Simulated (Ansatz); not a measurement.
# Ru, space group P6_3/mmc: a frozen displacement of one atom

With Ansatz 0.2.0, Python API.

Typed at the interpreter:
```pycon
>>> import warnings
>>> import ansatz as az
>>> import numpy as np
>>> XC = 'PBEsol'
>>> CUTOFF = 420
>>> MESH = (14, 14, 8)
>>> SMEARING = 'gaussian'
>>> SMEARING_WIDTH = 0.1
>>> warnings.simplefilter('ignore', az.DeckWarning)
>>> vectors = np.array([
...     [2.7058, 0.0, 0.0],
...     [-1.3529, 2.343292, 0.0],
...     [0.0, 0.0, 4.2819],
... ])
>>> xtal = (
...     az.Lattice.of(vectors)
...     .atom('Ru', (1 / 3, 2 / 3, 0.25))
...     .atom('Ru', (2 / 3, 1 / 3, 0.75))
... )
>>> [site.symbol for site in xtal.resolved().sites]
['Ru', 'Ru']
>>> inverse = np.linalg.inv(np.array(xtal.lattice.vectors))
>>> home = np.array(xtal.sites[0].position)
>>> values = np.linspace(-0.1, 0.1, 5)
>>> energies, pulls = [], []
>>> for shift in values:
...     moved = xtal.move(0, to=home + shift * inverse[0])
...     base = (
...         moved.calculation()
...         .functional(XC)
...         .basis(CUTOFF)
...         .kpoints(*MESH)
...         .occupations(SMEARING, width=SMEARING_WIDTH)
...         .forces()
...     )
...     data = base.run(threads=1, pin='off').report
...     energies.append(data['free_energy_ev'])
...     pulls.append(data['forces_ev_ang'][0][0])
...
>>> print('shift (A)   dE (eV)   force along x (eV/A)')
shift (A)   dE (eV)   force along x (eV/A)
>>> for shift, e, f in zip(values, energies, pulls):
...     print(f'{shift:8.3f} {e - energies[2]:10.5f} {f:12.4f}')
...
  -0.100    0.03155       0.6641
  -0.050    0.00746       0.3061
   0.000    0.00000       0.0000
   0.050    0.00746      -0.3061
   0.100    0.03155      -0.6641
>>> print(f'stiffness from energies {2 * np.polyfit(values, energies, 2)[0]:.3f}, from forces {-np.polyfit(values, pulls, 1)[0]:.3f} eV/A^2')
stiffness from energies 6.359, from forces 6.537 eV/A^2
```

The curvature of the energy gives 6.359 eV/Å² and the slope of the force 6.537 eV/Å², a positive curvature.

In a metal a curvature from energy changes of a few meV or less hangs on mesh and smearing, in size and even in sign. All periodic images of the atom move with it, so the curvature is one diagonal element of the zone-centre force constants and no normal mode; a positive value doesn't exclude soft modes in which several atoms move. Hardware and time: 40 s on 1 thread of Arm Neoverse V2, with other jobs on the host, peak memory 0.49 GiB.
